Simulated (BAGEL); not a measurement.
# GaNH3OF (SMILES [NH2][Ga]([OH])[F]) at B3LYP/6-31G(d) (density fitting with qzvpp-jkfit, spherical functions)

Aim: the energy change on altering one bond length of GaNH3OF at B3LYP/6-31G* (density fitting with qzvpp-jkfit, spherical functions), from 2 runs. 

Program for the calculation: BAGEL 1.2.2.

3 further runs of the same task are left out: 1 that didn't finish, 2 set aside as unsound or not needed.

**1. The system as given**

GaNH3OF: 7 atoms, total charge 0, spin state singlet. SMILES: `[NH2][Ga]([OH])[F]`. Geometry: a GFN2-xTB relaxation, a rough one for these elements and not checked as a minimum. This is one conformer, not always the lowest.

Bond lengths: N1–Ga2 1.834 Å, Ga2–O3 1.734 Å, Ga2–F4 1.755 Å, N1–H5 1.016 Å, N1–H6 1.015 Å, O3–H7 0.959 Å. Angles: N1–Ga2–O3 124.7°, N1–Ga2–F4 120.1°, O3–Ga2–F4 115.1°, Ga2–N1–H5 114.5°, Ga2–N1–H6 113.5°, Ga2–O3–H7 118.9°, H5–N1–H6 109.6°.

**2. The energy at B3LYP/6-31G(d) (density fitting with qzvpp-jkfit, spherical functions)**

Contents of input.json:

```json
{ "bagel" : [

{
  "title" : "molecule",
  "basis" : "6-31gs.json",
  "df_basis" : "qzvpp-jkfit",
  "angstrom" : true,
  "geometry" : [
    { "atom" : "N", "xyz" : [      -0.851490,       1.158230,      -0.376200 ] },
    { "atom" : "Ga", "xyz" : [       0.088290,      -0.390130,      -0.089880 ] },
    { "atom" : "O", "xyz" : [       1.675530,      -0.467200,       0.604310 ] },
    { "atom" : "F", "xyz" : [      -0.564390,      -1.928440,      -0.626470 ] },
    { "atom" : "H", "xyz" : [      -1.859620,       1.039050,      -0.412920 ] },
    { "atom" : "H", "xyz" : [      -0.620660,       1.898260,       0.278580 ] },
    { "atom" : "H", "xyz" : [       2.132330,      -1.309770,       0.622580 ] }
  ]
},

{
  "title" : "ks",
  "xc_func" : "b3lyp"
},

{
  "title" : "print",
  "file" : "orbitals.molden",
  "orbitals" : true
}

]}
```

The basis set 6-31G* is read from a file made from the Basis Set Exchange's data (not shown).

The run is started by

```bash
BAGEL_NUM_THREADS=1 BAGEL input.json > input.out
```

What it wrote:

```text
* using 1 threads per process

  ===============================================================
  ===============================================================

  *** Geometry ***

  { "atom" : "N", "xyz" : [     -1.609083,      2.188737,     -0.710915 ] },
  { "atom" : "Ga", "xyz" : [      0.166844,     -0.737239,     -0.169849 ] },
  { "atom" : "O", "xyz" : [      3.166293,     -0.882880,      1.141980 ] },
  { "atom" : "F", "xyz" : [     -1.066543,     -3.644223,     -1.183857 ] },
  { "atom" : "H", "xyz" : [     -3.514172,      1.963520,     -0.780306 ] },
  { "atom" : "H", "xyz" : [     -1.172877,      3.587192,      0.526440 ] },
  { "atom" : "H", "xyz" : [      4.029520,     -2.475107,      1.176506 ] },

  Number of auxiliary basis functions:      551

  Since a DF basis is specified, we compute 2- and 3-index integrals:
    o Being stored without compression. Storage requirement is 0.028 GB

  Number of basis functions:       80
  Number of electrons      :       58

    * METHOD: MOLECULE                             0.34

  *** Kohn-Sham DFT ***

    * Removing 11789 points whose weight is below 1.00e-10
    * Grid points: 92553

  === Nuclear Repulsion ===
   295.7176864053

       - DIIS with orbital gradients will be used.

  === KS iteration (b3lyp / 6-31gs.json) ===
      0      -2071.12439218          0.12203569           0.41
      1      -1877.95692105          0.23425576           0.39
      2      -2066.34540434          0.12399536           0.39
      3      -2064.23204460          0.19778961           0.39
      4      -2093.46617469          0.18110262           0.38
      5      -2126.88707602          0.17067168           0.39
      6      -2089.99252423          0.19145171           0.40
      7      -2085.23952561          0.18006080           0.40
      8      -2084.93472570          0.18081696           0.39
      9      -2152.42960059          0.08959982           0.39
     10      -2149.22390797          0.10012114           0.40
     11      -2151.26943724          0.10415488           0.40
     12      -2155.85731459          0.03188382           0.40
     13      -2156.25854579          0.01130845           0.40
     14      -2156.29313989          0.00654150           0.40
     15      -2156.30779650          0.00342630           0.40
     16      -2156.31252186          0.00047040           0.40
     17      -2156.31259612          0.00008234           0.39
     18      -2156.31259813          0.00004342           0.39
     19      -2156.31259890          0.00001342           0.40
     20      -2156.31259897          0.00000392           0.40
     21      -2156.31259897          0.00000256           0.40
     22      -2156.31259897          0.00000059           0.40
     23      -2156.31259897          0.00000025           0.39
     24      -2156.31259897          0.00000008           0.39
     25      -2156.31259897          0.00000006           0.40
     26      -2156.31259897          0.00000001           0.40
     27      -2156.31259897          0.00000000           0.40
    * SCF iteration converged.

    * Permanent dipole moment:
           (    0.160080,    -0.356525,    -0.460061) a.u.

    * METHOD: KS                                  11.40

    * METHOD: PRINT                                0.01

  ===============================================================
```

Run time: 12 s. Hardware: 1 thread of Arm Neoverse V2, shared host; peak memory 0.4 GiB.

**3. The distorted shape**

Contents of job.json:

```json
{ "bagel" : [

{
  "title" : "molecule",
  "basis" : "6-31gs.json",
  "df_basis" : "qzvpp-jkfit",
  "angstrom" : true,
  "geometry" : [
    { "atom" : "N", "xyz" : [   -1.133447,    1.622776,   -0.462103 ] },
    { "atom" : "Ga", "xyz" : [    0.088290,   -0.390130,   -0.089880 ] },
    { "atom" : "O", "xyz" : [    1.675530,   -0.467200,    0.604310 ] },
    { "atom" : "F", "xyz" : [   -0.564390,   -1.928440,   -0.626470 ] },
    { "atom" : "H", "xyz" : [   -2.141577,    1.503596,   -0.498823 ] },
    { "atom" : "H", "xyz" : [   -0.902617,    2.362806,    0.192677 ] },
    { "atom" : "H", "xyz" : [    2.132330,   -1.309770,    0.622580 ] }
  ]
},
{
  "title" : "ks",
  "xc_func" : "b3lyp"
},
{
  "title" : "print",
  "file" : "orbitals.molden",
  "orbitals" : true
}

]}
```

The basis set 6-31G* is read from a file made from the Basis Set Exchange's data (not shown).

The run is started by

```bash
BAGEL_NUM_THREADS=1 BAGEL job.json > job.out
```

What it wrote:

```text
* using 1 threads per process

  ===============================================================
  ===============================================================

  *** Geometry ***

  { "atom" : "N", "xyz" : [     -2.141904,      3.066602,     -0.873248 ] },
  { "atom" : "Ga", "xyz" : [      0.166844,     -0.737239,     -0.169849 ] },
  { "atom" : "O", "xyz" : [      3.166293,     -0.882880,      1.141980 ] },
  { "atom" : "F", "xyz" : [     -1.066543,     -3.644223,     -1.183857 ] },
  { "atom" : "H", "xyz" : [     -4.046994,      2.841385,     -0.942639 ] },
  { "atom" : "H", "xyz" : [     -1.705699,      4.465056,      0.364107 ] },
  { "atom" : "H", "xyz" : [      4.029520,     -2.475107,      1.176506 ] },

  Number of auxiliary basis functions:      551

  Since a DF basis is specified, we compute 2- and 3-index integrals:
    o Being stored without compression. Storage requirement is 0.028 GB

  Number of basis functions:       80
  Number of electrons      :       58

    * METHOD: MOLECULE                             0.32

  *** Kohn-Sham DFT ***

    * Removing 11061 points whose weight is below 1.00e-10
    * Grid points: 93281

  === Nuclear Repulsion ===
   275.4106780840

       - DIIS with orbital gradients will be used.

  === KS iteration (b3lyp / 6-31gs.json) ===
      0      -2067.77561557          0.11576736           0.42
      1      -1831.74405917          0.23964785           0.40
      2      -2012.36928903          0.12670358           0.40
      3      -2050.67866578          0.19674818           0.40
      4      -2113.88652971          0.21453288           0.40
      5      -2091.73266297          0.20444937           0.40
      6      -2132.81802770          0.10207252           0.40
      7      -2092.23550638          0.16130988           0.40
      8      -2101.19662265          0.20425694           0.40
      9      -2133.46603918          0.12830667           0.40
     10      -2149.18954861          0.10489180           0.40
     11      -2147.31278673          0.08032394           0.40
     12      -2131.07585365          0.17006726           0.40
     13      -2094.27831792          0.26573102           0.40
     14      -2150.78364600          0.07886679           0.40
     15      -2156.03580439          0.02096172           0.40
     16      -2155.83046514          0.03172737           0.40
     17      -2156.06831043          0.01847705           0.40
     18      -2156.25315612          0.00119790           0.40
     19      -2156.25373826          0.00036526           0.40
     20      -2156.25375977          0.00029355           0.40
     21      -2156.25379697          0.00003206           0.40
     22      -2156.25379751          0.00000610           0.40
     23      -2156.25379753          0.00000148           0.40
     24      -2156.25379753          0.00000141           0.40
     25      -2156.25379753          0.00000049           0.40
     26      -2156.25379753          0.00000017           0.40
     27      -2156.25379753          0.00000016           0.40
     28      -2156.25379753          0.00000004           0.40
     29      -2156.25379753          0.00000001           0.40
     30      -2156.25379753          0.00000001           0.40
    * SCF iteration converged.

    * Permanent dipole moment:
           (   -0.065738,    -0.043649,    -0.474488) a.u.

    * METHOD: KS                                  12.80

    * METHOD: PRINT                                0.01

  ===============================================================
```

Wall time 14 s (1 thread of Arm Neoverse V2, shared host); peak memory 0.4 GiB.

**4. Outcome**

Level: B3LYP/6-31G* (density fitting with qzvpp-jkfit, spherical functions).

| quantity | value |
| --- | --- |
| first shape: total energy | -2156.31260 Eh |
| first shape: dipole moment | 1.53 D |
| first shape: HOMO energy | -7.48 eV |
| first shape: LUMO energy | -1.05 eV |
| first shape: HOMO–LUMO gap | 6.42 eV |
| distorted shape: total energy | -2156.25380 Eh |
| distorted shape: dipole moment | 1.22 D |
| distorted shape: HOMO energy | -6.53 eV |
| distorted shape: LUMO energy | -2.46 eV |
| distorted shape: HOMO–LUMO gap | 4.06 eV |
| energy change with the N1–Ga2 bond stretched from 1.834 to 2.384 Å | 1.600 eV |

What this shows: With the N1–Ga2 bond stretched from 1.834 to 2.384 Å the energy rises by 1.60 eV (154 kJ/mol). The first shape isn't relaxed at this level, so the change isn't measured from a minimum.
